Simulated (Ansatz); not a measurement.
# GaAsH+ (quintet): the correlation ladder, cc-pVDZ

One table from this session's results is given with a row withheld; the runs are named, their logs left out.

The runs use Ansatz 0.2.0, Gaussian basis; cc-pVDZ, core rule «outside noble gas», up to 28 orbitals frozen.

The runs, in order: UHF; CCSD(T) on ROHF; CCSD(T) on UHF; BCCD(T) on ROHF; CISD as a restricted active space (open shells left free, so some higher excitations enter); CCSDT(Q) on ROHF; CCSDT(Q) on UHF; CCSDTQ on ROHF; CCSDTQ on UHF.

14 further runs of the same task are left out: 11 for a known fault of the program, 3 set aside as unsound or not needed. Runs told in other sessions of the task aren't counted.

## The system

The geometry is a PBE0/def2-TZVP stationary point (not a proven minimum) of the parent state, kept for this charge and spin. No spin-orbit coupling is included. The filled d shell of Ga, As may be among the frozen orbitals whatever the setting's name suggests.

3 atoms, charge 1, spin multiplicity 5.

Atoms are counted from 1 here; the program's logs count them from 0.

Bond lengths: Ga1–As2 2.510 Å, Ga1–H3 1.618 Å. Angles: As2–Ga1–H3 115.1°.

Coordinates:

```xyz
3
charge 1, multiplicity 5
Ga    0.0000   -0.5055    0.5943
As    0.0000   -0.4355   -1.9147
H     0.0000    0.9410    1.3204
```

The first run:

in.yaml

```yaml
crystal:
  periodic: [false, false, false]
  atoms:
    - {symbol: Ga, position_ang: [0.000000, -0.505457, 0.594301]}
    - {symbol: As, position_ang: [0.000000, -0.435519, -1.914688]}
    - {symbol: H, position_ang: [0.000000, 0.940976, 1.320387]}
basis:
  gaussian: {orbitals: cc-pVDZ}
total_charge: 1
magnetization: {spin_polarized: true, initial_magnetization: 4}
hamiltonian: {xc: hf}
output: {orbitals: {seedname: orbitals}}
```

Started as:

```sh
> ansatz run in.yaml --threads 1 --pin off --events-out ev --progress --plain --max-ram 4096MiB --backend cpu
```

Among the steps run: UHF; CCSD(T) on ROHF; CCSD(T) on UHF; BCCD(T) on ROHF; CISD as a restricted active space (open shells left free, so some higher excitations enter); CCSDT(Q) on ROHF; CCSDT(Q) on UHF; CCSDTQ on ROHF; CCSDTQ on UHF.

One of the session's tables, all rows but one given; the rest of the session is left out.

It belongs to the step «Misses and costs». 

| method | from UCCSDTQ (kJ/mol) |
| --- | --- |
| ROHF | +334.6 |
| UHF | +317.5 |
| RMP2 | +87.8 |
| UMP2 | +81.5 |
| RCCSD | ? |
| UCCSD | +9.4 |
| RCCSD(T) | +5.1 |
| UCCSD(T) | +2.5 |
| BCCD(T) | +4.9 |
| RCCSDT | +2.9 |
| UCCSDT | +0.4 |
| RCCSDT(Q) | +2.6 |
| UCCSDT(Q) | +0.1 |
| RCCSDTQ | +2.5 |
| UCCSDTQ | 0 |

**Question.** Estimate the row for RCCSD.

As computed: from UCCSDTQ (kJ/mol): +12.6. In the column «from UCCSDTQ (kJ/mol)» it lies between UCCSD (+9.4) and UMP2 (+81.5).

To keep in mind: Restricted and unrestricted rows rest on different reference determinants; a gap between their highest levels can come from leftover correlation error, from unlike frozen cores or from another state.
